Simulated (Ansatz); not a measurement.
# BGeHF (sextet): the correlation ladder, cc-pVDZ

The task here is to estimate one member of a computed series from the others.

The runs use Ansatz 0.2.0, Gaussian basis; cc-pVDZ, core rule «outside noble gas», up to 16 orbitals frozen.

To be run: UHF; CCSD(T) on ROHF; CCSD(T) on UHF; BCCD(T) on ROHF; CISD as a restricted active space (open shells left free, so some higher excitations enter); CCSDT(Q) on ROHF; CCSDT(Q) on UHF; CASSCF and MRCISD+Q, 13 electrons in 11 orbitals; CASSCF and NEVPT2, 13 electrons in 11 orbitals.

19 further runs of the same task are left out: 7 that didn't finish, 12 set aside as unsound or not needed. Runs told in other sessions of the task aren't counted.

**The system**

The geometry is a PBE0/def2-TZVP stationary point (not a proven minimum) of the parent state, kept for this charge and spin. No spin-orbit coupling is included. The filled d shell of Ge may be among the frozen orbitals whatever the setting's name suggests.

4 atoms, charge 0, spin multiplicity 6.

Atoms are counted from 1 here; the program's logs count them from 0.

Bond lengths: F1–B2 1.313 Å, B2–Ge3 2.044 Å, Ge3–H4 1.540 Å. Angles: F1–B2–Ge3 118.5°, B2–Ge3–H4 124.6°.

As a file:

```xyz
4
charge 0, multiplicity 6
F     0.0000   -0.1900    2.1854
B     0.0000    0.6657    1.1899
Ge    0.0000   -0.0607   -0.7211
H     0.0000    0.8138   -1.9885
```

Set-up of the first run:

in.yaml reads:

```yaml
crystal:
  periodic: [false, false, false]
  atoms:
    - {symbol: F, position_ang: [0.000000, -0.189970, 2.185434]}
    - {symbol: B, position_ang: [0.000000, 0.665666, 1.189921]}
    - {symbol: Ge, position_ang: [0.000000, -0.060678, -0.721086]}
    - {symbol: H, position_ang: [0.000000, 0.813817, -1.988494]}
basis:
  gaussian: {orbitals: cc-pVDZ}
magnetization: {spin_polarized: true, initial_magnetization: 5}
hamiltonian: {xc: hf}
output: {orbitals: {seedname: orbitals}}
```

Command:

```
$ ansatz run in.yaml --threads 1 --pin off --events-out ev --progress --plain --max-ram 2393MiB
```

Steps of the session up to this table: UHF; CCSD(T) on ROHF; CCSD(T) on UHF; BCCD(T) on ROHF; CISD as a restricted active space (open shells left free, so some higher excitations enter); CCSDT(Q) on ROHF; CCSDT(Q) on UHF; CASSCF and MRCISD+Q, 13 electrons in 11 orbitals; CASSCF and NEVPT2, 13 electrons in 11 orbitals.

One table of the session follows, with a row left open; its other results are not shown here.

```
           method  from RCCSDT(Q) (kJ/mol)
             ROHF                        ?
              UHF                   +825.7
             RMP2                    +89.7
             UMP2                    +85.8
             CISD                    +86.7
            RCCSD                    +22.8
            UCCSD                    +20.6
         RCCSD(T)                     +4.0
         UCCSD(T)                     +2.2
          BCCD(T)                     +3.7
           RCCSDT                     +1.1
           UCCSDT                     -0.7
        RCCSDT(Q)                        0
        UCCSDT(Q)                     -2.2
  CASSCF frontier                   +711.7
  NEVPT2 frontier                   +115.9
  MRCISD frontier                    +63.2
MRCISD+Q frontier                    +13.4
```

Q: Estimate the row for ROHF from the others.

**Answer.** from RCCSDT(Q) (kJ/mol): +838.7. In the column «from RCCSDT(Q) (kJ/mol)» it is the highest.

To keep in mind: Restricted and unrestricted rows rest on different reference determinants; a gap between their highest levels can come from leftover correlation error, from unlike frozen cores or from another state.
